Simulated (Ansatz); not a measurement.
# FH₂SSn radical (SMILES [F][SnH][SH]): a relaxed scan of the bond length Sn2–H4

An exercise on one series of results from a longer session: the logs are not shown, and one member is left open.

Computed with Ansatz 0.2.0, Gaussian basis. Level: single points in def2-TZVPP.

Levels: PBE-D4, r2SCAN-D4, PBE0-D4, B3LYP-D4, wB97M-V, Hartree-Fock, MP2, CCSD, CCSD(T). The scan takes 1.426, 1.499, 1.606, 1.732, 1.871, 2.020 Å.

Cores are frozen in the correlated methods. Filled d shells of the heavier atoms are correlated. Core potentials replace the inner electrons past krypton, and spin-orbit coupling is left out. Orbitals are unrestricted. B3LYP uses VWN-RPA correlation.

40 further runs of the same task are left out: 40 set aside as unsound or not needed.

### Where the work starts

The minimum, relaxed at PBE0-D4: SMILES `[F][SnH][SH]`, 5 atoms, charge 0, spin multiplicity 2.

Atoms are counted from 1 here; the program's logs count them from 0.

Bond lengths: F1–Sn2 1.934 Å, Sn2–S3 2.411 Å, Sn2–H4 1.739 Å, S3–H5 1.345 Å. Angles: F1–Sn2–S3 103.8°, F1–Sn2–H4 105.0°, S3–Sn2–H4 108.7°, Sn2–S3–H5 91.7°.

As a file:

```xyz
5
FH2SSn
F    -1.0987   -0.0107    1.5048
Sn   -0.2699   -0.8829   -0.0090
S     1.3294    0.7382   -0.8013
H    -1.5372   -1.0369   -1.1895
H     1.6265    1.1186    0.4537
```

Energies of the minimum (eV), from earlier single points: PBE-D4 -19411.56985, r2SCAN-D4 -19419.18287, PBE0-D4 -19412.55710, B3LYP-D4 -19421.45855, wB97M-V -19415.99972, CCSD(T) -19384.15086.

At the minimum the bond length Sn2–H4 is 1.739 Å.

The first run:

Contents of relax/in.yaml:

```yaml
crystal:
  periodic: [false, false, false]
  atoms:
    - {symbol: F, position_ang: [-1.098744, -0.010687, 1.504763]}
    - {symbol: Sn, position_ang: [-0.269884, -0.882874, -0.009033]}
    - {symbol: S, position_ang: [1.329381, 0.738159, -0.801278]}
    - {symbol: H, position_ang: [-1.309253, -1.009230, -0.977136]}
    - {symbol: H, position_ang: [1.626490, 1.118649, 0.453741]}
basis:
  gaussian: {orbitals: def2-TZVP}
magnetization: {spin_polarized: true, initial_magnetization: 1}
hamiltonian: {xc: pbe0, dispersion: d4}
relax: {f_tol: 0.005, max_steps: 200, constraints: [{distance: [1, 3]}]}
```

The command line of these runs was not kept.

Among the steps run: Sn2–H4 = 1.426 Å; Sn2–H4 = 1.499 Å; Sn2–H4 = 1.606 Å; Sn2–H4 = 1.732 Å; Sn2–H4 = 1.871 Å; Sn2–H4 = 2.020 Å.

One table of the session follows, with a row left open; its other results are not shown here.

Energies less that of the minimum at the same level (meV):

| bond length (Å) | PBE-D4 | PBE0-D4 | B3LYP-D4 | wB97M-V | Hartree-Fock |
| --- | --- | --- | --- | --- | --- |
| 1.426 | 977 | 908 | 946 | 864 | 888 |
| 1.499 | 530 | 473 | 504 | 437 | 441 |
| 1.606 | 157 | 122 | 141 | 101 | 92 |
| 1.732 | 2 | 0 | 1 | -1 | -1 |
| 1.739 (minimum) | 0 | 0 | 0 | 0 | 0 |
| 1.871 | ? | ? | ? | ? | ? |
| 2.020 | 198 | 282 | 230 | 334 | 387 |

Q: Estimate the row for bond length (Å) = 1.871 from the others.

As computed: PBE-D4: 40; PBE0-D4: 79; B3LYP-D4: 57; wB97M-V: 102; Hartree-Fock: 128.

Caveats from the session: A polynomial through the near points puts the CCSD(T) minimum 0.020 Å below the PBE0-D4 value. CCSD follows the CCSD(T) curve best and PBE-D4 worst. 3 further points are left out, because the reference changes its state there.
